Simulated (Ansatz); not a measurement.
Runs of Ansatz 0.2.0 on HfIn4SiO6. Symmetry: C2/m, No. 12, monoclinic system. Conventional cell: a = 4.828 Å, b = 16.243 Å, c = 4.833 Å, α = 90.00°, β = 101.89°, γ = 90.00°. Around Hf (site symmetry 2/m) lie 6 O at 2.03 to 2.13 Å. In (site symmetry 2) has 2 O at 2.31 Å as nearest neighbours. In (site symmetry 2) has 2 O at 2.30 Å as nearest neighbours. Si (site symmetry 2/m) has 6 O at 1.72 to 1.89 Å as nearest neighbours. O (site symmetry m) has 1 Si at 1.72 Å as nearest neighbours. O (site symmetry 1) has 1 Si at 1.89 Å and 1 Hf at 2.13 Å as nearest neighbours. The cell was built by a generator and needn't be a form met in nature.

| U | gap on the mesh (eV) | pressure (GPa) | largest force (eV/Å) |
| --- | --- | --- | --- |
| Hf d U = 2 eV | none | 0.5 | (b) |
| Hf d U = 6 eV | none | 1.5 | 0.58 |
| Hf d U = 4 eV | none | (c) | 0.36 |
| Hf d U = 8 eV | none | 2.1 | (a) |

Alike in all rows: task projected density of states; level PBE+U; potentials or basis Ansatz PAW; no spin polarisation; cell as given; k mesh 6 × 6 × 6; cutoff (eV) 420; smearing fermi-dirac 0.05 eV.

Problem. Fill in the values left out.

Solution. (a) 0.82; (b) 0.16; (c) 0.9.

Caveats: U without spin polarisation on a metal has little footing; the density of states is complete only up to the lowest level of the last band computed.

A k mesh can miss the band edges, and the runs leave out spin-orbit coupling on Hf, In.

A gap of «none» marks a metal or a gap under the smearing width.
